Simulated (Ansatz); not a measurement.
This script makes a ranking of polymorphs by energy of 2 structures of HfN with the Ansatz DFT code, driven from Python.

Input file `hfn_fm_3m.vasp`:
```text
HfN
1.0
   0.00000000    2.25600000    2.25600000
   2.25600000    0.00000000    2.25600000
   2.25600000    2.25600000    0.00000000
Hf N
1 1
Direct
   0.00000000    0.00000000    0.00000000
   0.50000000    0.50000000    0.50000000
```

The script reads `hfn_f_43m.extxyz`:
```text
2
Lattice="0.0 2.454822 2.454822 2.454822 0.0 2.454822 2.454822 2.454822 0.0" Properties=species:S:1:pos:R:3 pbc="T T T"
Hf    0.00000000    0.00000000    0.00000000
N     3.68223300    3.68223300    3.68223300
```

Script `hfn_polymorphs.py`:
```python
"""Relative energies of HfN phases, after relaxing cells and atoms."""

import ansatz as az
from ase.io import read
import numpy as np
from tabulate import tabulate


def ground_state(name, crystal):
    calc = (
        crystal.calculation()
        .mixing("broyden", ndim=6, beta=0.6)
        .scf(max_iterations=60)
        .functional("r2SCAN")
        .basis(620)
        .kpoints(spacing=0.3)
        .occupations("fermi_dirac", width=0.05)
        .stress()
        .band_table()
    )
    calc = calc.relax(force_tolerance=0.02, max_steps=60, cell=True)
    return calc.run(threads=1)


def volume_per_atom(outcome):
    return abs(np.linalg.det(outcome.lattice.cell_ang)) / len(outcome.lattice.sites)


def pressure_gpa(outcome):
    return float(np.trace(outcome.report["stress_gpa"]) / 3)

phases = {}
atoms = read("hfn_fm_3m.vasp", format="vasp")
fm_3m = az.Crystal.from_ase(atoms)
phases["Fm-3m"] = fm_3m
f_43m = az.Crystal.from_extxyz("hfn_f_43m.extxyz")
phases["F-43m"] = f_43m

done = {}
for name, crystal in phases.items():
    try:
        done[name] = ground_state(name, crystal)
    except az.NonConvergedError as error:
        print(name, "did not converge:", str(error)[:120])

energy = {name: o.report["energy_sigma0_ev"] / len(o.lattice.sites) for name, o in done.items()}
lowest = min(energy.values())
rows = [(name, len(o.lattice.sites), 1000 * (energy[name] - lowest), volume_per_atom(o), pressure_gpa(o)) for name, o in done.items()]
rows.sort(key=lambda row: row[2])
print(tabulate(rows, headers=["phase", "atoms", "dE (meV/atom)", "V (A^3/atom)", "P (GPa)"], floatfmt=".4f", tablefmt="simple"))
print("order:", " < ".join(row[0] for row in rows))
```

Which of these structures comes out lowest, and how far apart are they?

By space group at the end of each run: Fm-3m (+0 meV an atom, 11.6 Å³) and F-43m (+243 meV an atom, 14.6 Å³).

The output:

```console
$ python hfn_polymorphs.py
phase      atoms    dE (meV/atom)    V (A^3/atom)    P (GPa)
-------  -------  ---------------  --------------  ---------
Fm-3m          2           0.0000         11.5845    -0.0194
F-43m          2         242.7235         14.6176    -0.0162
order: Fm-3m < F-43m
```

Reading the output:
- The settings weren't tested for convergence.
- The run is spin-unpolarised.
- For the metals among these phases the mesh is modest: differences between phases can be off by up to 40 meV an atom.
- Pressure is positive in compression.
- Spin-orbit coupling, which matters for elements this heavy, is left out.
- The cells come from databases of deposited and of computed structures, and not all need be stable phases.
- The ranking holds among these structures alone, at zero temperature; the ground state may be another structure. Differences under about 40 meV an atom lie within the error of mesh and functional.
- The whole script took 42 s on 1 thread of Arm Neoverse V1 (shared host), peak memory 0.59 GiB.
